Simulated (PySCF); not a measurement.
# The bond of AsO, level by level

The task here is to estimate one member of a computed series from the others.

Computed with PySCF 2.14.0. Level: As aug-pcseg-1, O aug-pcseg-1, no relativity.

The first run:

Settings of the job:

```yaml
atoms: As, O
charge: 0
basis: As aug-pcseg-1, O aug-pcseg-1
Hamiltonian: no relativity
basis_functions: 59
electrons_treated: 41
masses_in_u: 74.9216, 15.9949
levels: PBE0, PBE, r²SCAN, BP86, B3LYP, M06, CAM-B3LYP, HF, MP2, SCS-MP2
grid: 80 radial by 434 angular points
occupations: held fixed by the projection of orbital angular momentum
dissociation_limit: As + O, each in its ground configuration
starting_distance_in_angstrom: 1.775
values_of_2S_to_try: 1, 3, 5
```

Steps of the session up to this table: The job; PBE0 along the bond; Higher solutions at PBE0; PBE (GGA); r²SCAN (meta-GGA); BP86 (GGA); B3LYP (global hybrid GGA); M06 (hybrid meta-GGA); CAM-B3LYP; UHF (mean field).

One table of the session follows, with a row left open; its other results are not shown here.

Energy (eV) from each level's lowest point:

| R (Å) | UHF | UHF-MP2 | UHF-SCS-MP2 | PBE | BP86 |
| --- | --- | --- | --- | --- | --- |
| 1.416 | 1.474 | 2.214 | 2.154 | 2.115 | 2.122 |
| 1.482 | 0.546 | 1.084 | 1.036 | 1.008 | 1.013 |
| 1.548 | 0.101 | 0.423 | 0.386 | 0.367 | 0.371 |
| 1.598 | 0.000 | 0.156 | 0.135 | 0.111 | 0.114 |
| 1.647 | ? | ? | ? | ? | ? |
| 1.696 | 0.207 | 0.000 | 0.000 | 0.000 | 0.000 |
| 1.762 | 0.551 | 0.101 | 0.115 | 0.130 | 0.128 |
| 1.845 | 1.119 | 0.380 | 0.408 | 0.437 | 0.432 |
| 1.944 | 1.912 | 0.896 | 0.931 | 0.934 | 0.927 |
| 2.075 | 3.009 | 2.093 | 2.101 | 1.681 | 1.675 |

**Question.** Estimate the row for R (Å) = 1.647.

Worked estimate for «UHF». A straight line through the neighbours (1.598, 0.000) and (1.696, 0.207) gives 0.000 + (0.207 − 0.000) × (1.647 − 1.598) / (1.696 − 1.598) = 0.103; a parabola fitted to 4 rows on both sides gives 0.051.

The run gave: UHF: 0.047; UHF-MP2: 0.021; UHF-SCS-MP2: 0.010; PBE: 0.000; BP86: 0.001. In «UHF» the line misses by +0.056 and the parabola by +0.004.

State 2 has its PBE0 minimum 2.13 eV higher. The other levels ran on the lowest alone.
